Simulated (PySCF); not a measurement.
# BiH5O (Bi(H)3(H2O)): the cost of one run

Computed with PySCF 2.14.0. Level: PBE0, Bi def2-SVP with ECP60, H def2-SVP, O def2-SVP; scalar-relativistic core potentials, no spin–orbit coupling.

1 further run of the same task is left out (for a known fault of the program).

## 1. Where the work starts

7 atoms, charge 0, spin multiplicity 1.

Bond lengths: Bi1–H2 2.040 Å, Bi1–H3 2.040 Å, Bi1–H4 2.040 Å, Bi1–O5 2.300 Å, O5–H6 0.970 Å, O5–H7 0.970 Å. Angles: H2–Bi1–H3 109.5°, H2–Bi1–H4 109.5°, H2–Bi1–O5 109.5°, H3–Bi1–H4 109.5°, H3–Bi1–O5 109.5°, H4–Bi1–O5 109.5°, Bi1–O5–H6 127.5°, Bi1–O5–H7 127.5°, H6–O5–H7 105.1°.

Coordinates:

```csv
atom,x (Å),y (Å),z (Å)
Bi1,0.0000,0.0000,0.0000
H2,1.1778,1.1778,1.1778
H3,-1.1778,-1.1778,1.1778
H4,1.1778,-1.1778,-1.1778
O5,-1.3279,1.3279,-1.3279
H6,-1.6685,2.2130,-1.1241
H7,-1.6685,1.1241,-2.2130
```

Formal oxidation states: Bi +3.

## 2. SCF at the start, singlet

run.py (the lines that set the calculation) reads:

```python
mol = gto.M(atom='''
Bi     0.00000     0.00000     0.00000
H      1.17780     1.17780     1.17780
H     -1.17780    -1.17780     1.17780
H      1.17780    -1.17780    -1.17780
O     -1.32790     1.32790    -1.32790
H     -1.66850     2.21300    -1.12410
H     -1.66850     1.12410    -2.21300''',
    basis={'Bi': 'def2-SVP', 'H': 'def2-SVP', 'O': 'def2-SVP'},
    ecp={'Bi': 'def2-SVP'},
    charge=0, spin=0)
mf = dft.RKS(mol, xc='PBE0')
mf.grids.atom_grid = (50, 194)
mf = mf.density_fit()  # fitting sets: Bi def2-universal-JKFIT, H def2-universal-JKFIT, O def2-universal-JKFIT
mf.conv_tol = 1e-08; mf.max_cycle = 55
mf.kernel(dm0)  # dm0: free metal ions and neutral atoms
```

Launch:

```console
> OMP_NUM_THREADS=2 python run.py
```

Q: Estimate wall time and peak memory on 2 threads of Intel Xeon Platinum 8259CL at 2.50GHz (Skylake/Cascade Lake), shared host.

About 2.2 s, with a peak of 0.38 GiB.
